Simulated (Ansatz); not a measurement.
# B4H4S: structure and electronic state

What does B4H4S look like as a singlet, and where do its frontier electrons sit?

Program: Ansatz 0.2.0, Gaussian basis. Level of theory: RKS PBE0-D4/def2-TZVP. These are calculated values, not measurements.

The runs, in order: relaxation at r2SCAN-D4/def2-SVP; a search for the lowest solution at PBE0-D4/def2-SVP; a single point at PBE0-D4/def2-TZVP.

### 1 The system as given

9 atoms, charge 0, spin multiplicity 1.

Atoms are counted from 1 here; the program's logs count them from 0.

Bond lengths: B1–B2 1.841 Å, B1–B3 1.629 Å, B1–B4 1.841 Å, B1–S5 1.855 Å, B1–H6 1.167 Å, B2–B3 1.629 Å, B2–B4 1.841 Å, B2–S5 1.855 Å, B2–H7 1.167 Å, B3–B4 1.629 Å, B3–H8 1.166 Å, B4–S5 1.854 Å, B4–H9 1.167 Å. Angles: B2–B1–B3 55.6°, B2–B1–B4 60.0°, B2–B1–S5 60.2°, B2–B1–H6 149.3°, B3–B1–B4 55.6°, B3–B1–S5 104.3°, B3–B1–H6 137.4°, B4–B1–S5 60.2°, B4–B1–H6 149.3°, S5–B1–H6 118.3°, B1–B2–B3 55.6°, B1–B2–B4 60.0°, B1–B2–S5 60.3°, B1–B2–H7 149.3°, B3–B2–B4 55.6°, B3–B2–S5 104.3°, B3–B2–H7 137.5°, B4–B2–S5 60.2° and more.

As a file:

| atom | x (Å) | y (Å) | z (Å) |
| --- | --- | --- | --- |
| B1 | 0.2351 | 0.7793 | 0.7092 |
| B2 | 0.7809 | -0.7114 | -0.2226 |
| B3 | -0.6295 | -0.5958 | 0.5848 |
| B4 | -0.6737 | 0.2559 | -0.8035 |
| S5 | 1.0288 | 0.9739 | -0.9566 |
| H6 | 0.4493 | 1.5887 | 1.5216 |
| H7 | 1.5908 | -1.5262 | -0.4272 |
| H8 | -1.3322 | -1.2605 | 1.2357 |
| H9 | -1.4495 | 0.4962 | -1.6414 |

The start is a GFN2-xTB geometry.

### 2 Optimising with r2SCAN-D4/def2-SVP

Input file in.yaml:

```yaml
crystal:
  periodic: [false, false, false]
  atoms:
    - {symbol: B, position_ang: [0.235150, 0.779300, 0.709160]}
    - {symbol: B, position_ang: [0.780920, -0.711370, -0.222620]}
    - {symbol: B, position_ang: [-0.629510, -0.595840, 0.584850]}
    - {symbol: B, position_ang: [-0.673750, 0.255910, -0.803460]}
    - {symbol: S, position_ang: [1.028840, 0.973900, -0.956580]}
    - {symbol: H, position_ang: [0.449290, 1.588670, 1.521580]}
    - {symbol: H, position_ang: [1.590760, -1.526240, -0.427240]}
    - {symbol: H, position_ang: [-1.332190, -1.260500, 1.235660]}
    - {symbol: H, position_ang: [-1.449500, 0.496170, -1.641360]}
basis:
  gaussian: {orbitals: def2-SVP}
hamiltonian: {xc: r2scan, dispersion: d4}
scf: {omitted_lower_state_checks: [starts]}
output: {orbitals: {seedname: orbitals}}
relax: {f_tol: 0.02, max_steps: 100}
```

Launch:

```sh
$ ansatz run in.yaml --threads 2 --pin off --events-out ev --progress --plain --max-ram 4352MiB
```

After this run come: Searching for the lowest solution, PBE0-D4/def2-SVP; Single point, PBE0-D4/def2-TZVP.

Before running them: what should the planned runs give, taken together? Wanted: point group; commonest bond; HOMO, LUMO at PBE0-D4/def2-TZVP; dipole at r2SCAN-D4/def2-SVP.

The runs gave:

| quantity | value |
| --- | --- |
| point group | C3v |
| commonest bond | B–B, 6 of mean length 1.761 Å |
| HOMO, LUMO at PBE0-D4/def2-TZVP | -8.26, -1.36 eV |
| dipole at r2SCAN-D4/def2-SVP | 1.36 D |

What this shows: The molecule keeps its bonding pattern by the stored test; the atoms moved 0.04 Å (rms). No usable vibrations, so a minimum isn't proven.
